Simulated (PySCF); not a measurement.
# H12Si6: the cost of one run

Computed with PySCF 2.14.0, with density-fitted response routines of our own, on a single molecule, in the gas phase or a continuum. Atoms count from 0, in the outputs and in this text.

### Step 1. The starting structure

18 atoms, charge 0, multiplicity 1; geometry from: GFN2-xTB. The atoms were then displaced at random by about 0.01 Å, so the start is not that level's minimum.

Bonds of the start (Å): Si0–Si1 2.31, Si1–Si2 2.31, Si2–Si3 2.31, Si3–Si4 2.36, Si4–Si5 2.33, Si5–Si0 2.31, Si0–H6 1.47, Si0–H7 1.50, Si1–H8 1.47, Si1–H9 1.48, Si2–H10 1.46, Si2–H11 1.50, Si3–H12 1.42, Si3–H13 1.49, Si4–H14 1.48, Si4–H15 1.45, Si5–H16 1.47, Si5–H17 1.47.

### Step 2. Geometry optimisation at PBE0-D3(BJ)/def2-SVP

What the job is given:

```
{"job": {"xc": "PBE0", "basis": "def2-SVP", "d3": "d3bj", "grid": 1, "shake": 0.01, "kind": "geom"}, "charge": 0, "multiplicity": 1}
Si    -1.308250     1.344870    -1.202680
Si     0.765340     2.063910    -0.490900
Si     2.214020     0.290780    -0.152040
Si     1.361420    -1.367330     1.204590
Si    -0.774270    -2.072960     0.477630
Si    -2.240530    -0.288030     0.140250
H     -1.181190     0.830190    -2.570720
H     -2.236710     2.504200    -1.393880
H      1.341590     3.097150    -1.354970
H      0.604460     2.785080     0.796160
H      2.544190    -0.305430    -1.443540
H      3.550090     0.748090     0.349670
H      2.224420    -2.487530     1.375630
H      1.177230    -0.830590     2.580250
H     -1.350050    -3.100830     1.372330
H     -0.607180    -2.768970    -0.780570
H     -2.558060     0.310530     1.449740
H     -3.554070    -0.741160    -0.342720
```

On the command line:

```console
OMP_NUM_THREADS=1 python probes_run.py task.json out
```

One launch serves the whole session: the jobs run in the order shown.

Q: Estimate the wall time and peak memory of this first job on 1 thread of AMD EPYC 7R43, shared host.

About 3.3 min, with a peak of 0.73 GiB.
